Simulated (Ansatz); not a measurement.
Geometry optimisation, DFT r2SCAN-D3(BJ), scalar-relativistic, plane waves, PAW in Ansatz 0.2.0.

The input (input.yaml):

```yaml
crystal:
  lattice:
    - [8.685429, 0.0, 0.0]
    - [0.0, 8.685429, 0.0]
    - [0.0, 0.0, 8.685429]
  atoms:
    - { symbol: C, position: [0.5418548, 0.0278132, 0.5734144] }
    - { symbol: H, position: [0.6171023, 0.0950124, 0.6479932] }
    - { symbol: H, position: [0.4654416, -0.0426589, 0.6436613] }
    - { symbol: H, position: [0.6113025, -0.0463763, 0.4998422] }
    - { symbol: H, position: [0.4735729, 0.1052757, 0.5021607] }
    - { symbol: C, position: [0.4557678, 0.4351534, 0.2723411] }
    - { symbol: H, position: [0.5031523, 0.5172703, 0.3545083] }
    - { symbol: H, position: [0.4049725, 0.3385955, 0.3342794] }
    - { symbol: H, position: [0.547349, 0.3933039, 0.1974983] }
    - { symbol: H, position: [0.3675975, 0.4914436, 0.2030783] }
    - { symbol: C, position: [0.6242195, 0.7683014, 0.9574655] }
    - { symbol: H, position: [0.722308, 0.8464876, 0.9598127] }
    - { symbol: H, position: [0.5334652, 0.8128221, 1.0317723] }
    - { symbol: H, position: [0.6599351, 0.6551651, 0.9982639] }
    - { symbol: H, position: [0.5811698, 0.758731, 0.8400132] }
    - { symbol: C, position: [0.2599784, 0.7161541, 0.6846469] }
    - { symbol: H, position: [0.3301437, 0.8188582, 0.6682567] }
    - { symbol: H, position: [0.1917742, 0.7283561, 0.7892377] }
    - { symbol: H, position: [0.3345282, 0.6157601, 0.6948101] }
    - { symbol: H, position: [0.1834675, 0.7016422, 0.5862832] }
    - { symbol: C, position: [0.7740924, 0.2118026, 0.1396929] }
    - { symbol: H, position: [0.7613754, 0.0882495, 0.1573805] }
    - { symbol: H, position: [0.8141944, 0.2653347, 0.2458346] }
    - { symbol: H, position: [0.6633388, 0.2610268, 0.1072807] }
    - { symbol: H, position: [0.857461, 0.2325993, 0.0482757] }
    - { symbol: C, position: [0.1161334, 0.3846097, 0.2877948] }
    - { symbol: H, position: [0.1096605, 0.5084178, 0.2685703] }
    - { symbol: H, position: [0.0104611, 0.3304248, 0.2473314] }
    - { symbol: H, position: [0.1304342, 0.3620132, 0.4103705] }
    - { symbol: H, position: [0.2139778, 0.3375829, 0.2249069] }
    - { symbol: C, position: [0.8491722, 0.1620743, 0.7433253] }
    - { symbol: H, position: [0.9472189, 0.0839419, 0.7480276] }
    - { symbol: H, position: [0.8839889, 0.275388, 0.7844073] }
    - { symbol: H, position: [0.7569055, 0.1178094, 0.8159021] }
    - { symbol: H, position: [0.8085757, 0.171158, 0.6249642] }
    - { symbol: C, position: [0.5896536, 0.5552831, 0.6024911] }
    - { symbol: H, position: [0.6568415, 0.6357721, 0.6713913] }
    - { symbol: H, position: [0.5385206, 0.468629, 0.6774339] }
    - { symbol: H, position: [0.6644781, 0.4992887, 0.5187902] }
    - { symbol: H, position: [0.4987741, 0.6174425, 0.5423491] }
basis:
  ecutwfc: 500.0
kpoints:
  mp_grid: { grid: [1, 1, 1] }
hamiltonian:
  xc: r2scan
  dispersion: d3bj
scf:
  occupations: { method: fermi_dirac, width: 0.05 }
  lower_state_search: "off"
relax:
  f_tol: 0.3
  max_steps: 15
  adjacent_minimum: "off"
output:
  write_density: true
  write_potential: true
  elf: true
  volumetric_format: npy
```

Launched with:

```bash
$ ansatz run input.yaml --threads 1 --pin off --max-ram 3072MiB --backend cpu --events-out ev --progress --plain --runs-dir out
```

**Question.** Where does it end, and by what steps?

**Answer.** The run converged. The threshold is loose, so the end isn't yet a minimum. The force dipped under the threshold on the way, but the program's further checks kept it going. Limits of this set-up: coarse k mesh. After 6 steps the energy has fallen by 1.164 eV; H23 moved furthest, 0.82 Å.

```
step  energy less start (eV)  largest force component (eV/Å)  accepted
   0                  0.0000                           0.612       yes
   1                 -0.4531                           0.238       yes
   2                 -0.6625                           0.674       yes
   3                 -0.8591                           0.884       yes
   4                 -1.0184                           0.374       yes
   5                 -1.0732                           0.650       yes
   6                 -1.1644                           0.061       yes
```

```xyz
40
Lattice="8.6854 0.0000 0.0000 0.0000 8.6854 0.0000 0.0000 0.0000 8.6854" Properties=species:S:1:pos:R:3
C 4.547 0.377 4.693
H 5.065 1.278 5.016
H 4.140 -0.134 5.563
H 5.248 -0.281 4.184
H 3.738 0.643 4.014
C 4.132 4.134 2.065
H 4.051 4.999 2.723
H 3.893 3.233 2.625
H 5.146 4.062 1.681
H 3.434 4.242 1.236
C 5.319 6.791 8.365
H 6.179 7.425 8.159
H 4.754 7.203 9.199
H 5.657 5.789 8.619
H 4.685 6.741 7.483
C 1.848 6.039 6.058
H 2.424 6.937 5.847
H 1.212 6.213 6.923
H 2.526 5.215 6.265
H 1.231 5.796 5.196
C 6.493 1.404 1.292
H 6.673 0.344 1.454
H 6.371 1.901 2.250
H 5.587 1.532 0.704
H 7.335 1.838 0.758
C 0.782 3.364 2.771
H 0.947 4.401 2.489
H -0.284 3.156 2.796
H 1.212 3.184 3.754
H 1.260 2.714 2.042
C 7.805 1.508 6.374
H 8.635 0.848 6.617
H 8.019 2.511 6.738
H 6.900 1.138 6.848
H 7.667 1.535 5.296
C 5.648 4.708 5.390
H 6.429 5.190 5.973
H 5.131 3.980 6.011
H 6.088 4.207 4.531
H 4.939 5.458 5.048
```

Whether the end is a true minimum wasn't checked by a vibrational analysis.

Run time: 4.9 min on 1 thread of Arm Neoverse V2 (shared host), peak memory 1.6 GiB.
